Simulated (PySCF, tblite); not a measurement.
**C₄H₁₂OSi₃: geometry, infrared bands and NMR shifts**

Aim: predict the infrared bands and NMR shifts of C₄H₁₂OSi₃ (`COC1=C[SiH2]C1([SiH3])[SiH3]`).

Programs: tblite 0.8.0 and PySCF 2.14.0, with density-fitted response routines of our own. Each step states its level of theory. These are calculated values for one molecule in the gas phase, unless marked as measured. Atoms count from 0, in the outputs and in this text.

## 1. The starting structure

20 atoms, charge 0, multiplicity 1; geometry from: force field or distance geometry start.

Bonds of the start (Å): C0–O1 1.43, O1–C2 1.28, C2–C3 1.36, C3–Si4 1.85, Si4–C5 1.89, C5–Si6 1.98, C5–Si7 1.98, C5–C2 1.60, C0–H8 1.09, C0–H9 1.09, C0–H10 1.09, C3–H11 1.09, Si4–H12 1.48, Si4–H13 1.48, Si6–H14 1.49, Si6–H15 1.47, Si6–H16 1.48, Si7–H17 1.49, Si7–H18 1.48, Si7–H19 1.49.

## 2. Optimising the geometry with GFN2-xTB

What the job is given:

```
{"job": {"kind": "relax", "xc": "GFN2-xTB", "basis": "xTB"}, "charge": 0, "multiplicity": 1}
C      2.842000     0.784600     0.513500
O      1.416500     0.909000     0.595900
C      0.772600    -0.012100    -0.010100
C      1.083200    -1.093800    -0.771900
Si    -0.632500    -1.681900    -1.138300
C     -0.820900    -0.126700    -0.084000
Si    -1.636900     1.424300    -0.998200
Si    -1.610000    -0.417300     1.704700
H      3.282300     1.611600     1.077800
H      3.180200    -0.149900     0.967400
H      3.169500     0.866900    -0.526300
H      2.041600    -1.519500    -1.053000
H     -0.985900    -1.545100    -2.571700
H     -0.960200    -2.973300    -0.499500
H     -1.568400     2.652600    -0.152700
H     -0.981800     1.681800    -2.288800
H     -3.067600     1.123600    -1.254500
H     -0.942800    -1.546000     2.408900
H     -1.544600     0.807700     2.540500
H     -3.041400    -0.785700     1.537100
```

Command:

```console
$ OMP_NUM_THREADS=1 python probes_run.py task.json out
```

This one command runs all jobs of the session in turn.

**Question.** This job is followed by: GFN2-xTB harmonic vibrations, gas phase; GIAO PBE0/pcSseg-1 NMR shielding, non-relativistic, gas phase. What will the session give for the following? strongest single infrared mode (GFN2-xTB); zero-point energy (GFN2-xTB); 13C shifts against TMS (PBE0/pcSseg-1); 1H shifts against TMS (PBE0/pcSseg-1, means over atoms taken as alike); 17O shifts against H2O (PBE0/pcSseg-1); 29Si shifts against TMS (PBE0/pcSseg-1, means over atoms taken as alike).

As calculated:

| quantity | value |
| --- | --- |
| strongest single infrared mode (GFN2-xTB) | 2250 cm⁻¹, 660 km/mol |
| zero-point energy (GFN2-xTB) | 83.5 kcal/mol |
| 13C shifts against TMS (PBE0/pcSseg-1) | 180.3, 84.2, 56.6, 13.3 ppm |
| 1H shifts against TMS (PBE0/pcSseg-1, means over atoms taken as alike) | 4.54, 4.10, 3.93, 3.90 ppm |
| 17O shifts against H2O (PBE0/pcSseg-1) | 154.5 ppm |
| 29Si shifts against TMS (PBE0/pcSseg-1, means over atoms taken as alike) | -59.3, -63.5 ppm |

What this shows: Over 79 steps the energy fell by 0.540 eV; of the close pairs, C2–C5 changed most, 1.599 to 1.495 Å. All 54 modes are real, so the xTB geometry is a minimum. Unscaled tight-binding wavenumbers are off by several per cent, some by more. Its intensities can rank the bands wrongly. The most deshielded carbon is C2 (alkene carbon bearing oxygen), at 180.3 ppm: an sp2 carbon further deshielded by the attached heteroatom. At PBE0/pcSseg-1: The widest tensor belongs to O1: span 250 ppm, with a paramagnetic part of -221 ppm.
